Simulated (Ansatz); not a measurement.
Working through vertical and adiabatic energies of changing the electron count of CHSe, SMILES [CH]=[Se]

Program: the Ansatz DFT code, driven from Python.

Interactive session:
```pycon
>>> import itertools
>>> import ansatz as az
>>> from ase.data import atomic_numbers, covalent_radii
>>> import numpy as np
>>> geometry_ang = [
...     ("C", (-0.2106, 0.3899, 0.0)),
...     ("Se", (1.2996, -0.1438, 0.0)),
...     ("H", (-1.0889, -0.2461, 0.0)),
... ]
>>> chse = az.Crystal.molecule()
>>> for symbol, xyz in geometry_ang:
...     chse = chse.atom(symbol, xyz)
...
>>> calc = (
...     chse.calculation()
...     .basis(gaussian="def2-SVP")
...     .functional("r2scan")
...     .spin("collinear", total=1)
... )
>>> symbols = [site.symbol for site in chse.cartesian_sites]
>>> start = np.array([site.position_ang for site in chse.cartesian_sites], dtype=float)
>>> r = calc.relax(force_tolerance=0.01).run(threads=1, pin="off").report
>>> end = np.array(r["positions_ang"])
>>> minimum = az.Crystal.molecule()
>>> for symbol, place in zip(symbols, end):
...     minimum = minimum.atom(symbol, place.tolist())
...
>>> ion = (
...     minimum.calculation()
...     .basis(gaussian="def2-SVP")
...     .functional("r2scan")
...     .charge(1)
... )
>>> vertical = ion.run(threads=1, pin="off").report
>>> settled = ion.relax(force_tolerance=0.01, max_steps=80).run(threads=1, pin="off").report
>>> print(f"vertical ionisation energy   {vertical['free_energy_ev'] - r['free_energy_ev']:.3f} eV")
vertical ionisation energy   8.577 eV
>>> print(f"adiabatic, no zero point     {settled['free_energy_ev'] - r['free_energy_ev']:.3f} eV")
adiabatic, no zero point     7.758 eV
>>> print(f"relaxation energy of the ion {vertical['free_energy_ev'] - settled['free_energy_ev']:.3f} eV")
relaxation energy of the ion 0.819 eV
>>> ionised = np.array(settled["positions_ang"])
>>> # pairs closer than 1.2 times the sum of covalent radii, before or after
>>> radius = [covalent_radii[atomic_numbers[s]] for s in symbols]
>>> span = lambda where, i, j: np.linalg.norm(where[i] - where[j])
>>> bonded = [(i, j) for i, j in itertools.combinations(range(len(symbols)), 2) if min(span(end, i, j), span(ionised, i, j)) < 1.2 * (radius[i] + radius[j])]
>>> print("pair        before    after (A)")
pair        before    after (A)
>>> for i, j in bonded:
...     print(f"{symbols[i]}{i}-{symbols[j]}{j}".ljust(10), f"{span(end, i, j):8.4f} {span(ionised, i, j):8.4f}")
...
C0-Se1       1.7030   1.6133
C0-H2        1.1019   1.0978
```

The energies are electronic: no zero-point or thermal terms, and the basis set is short of its limit. The product may relax into another structure. The relaxation finds the nearest minimum, so the adiabatic value is an upper bound. The species is open-shell (spin multiplicity 2). Only the spin states typed were run; another state of an ion can lie lower, by up to an eV or two. Wall time of the script: 67 s on 1 thread of Arm Neoverse N1 (shared host), peak memory 0.21 GiB.
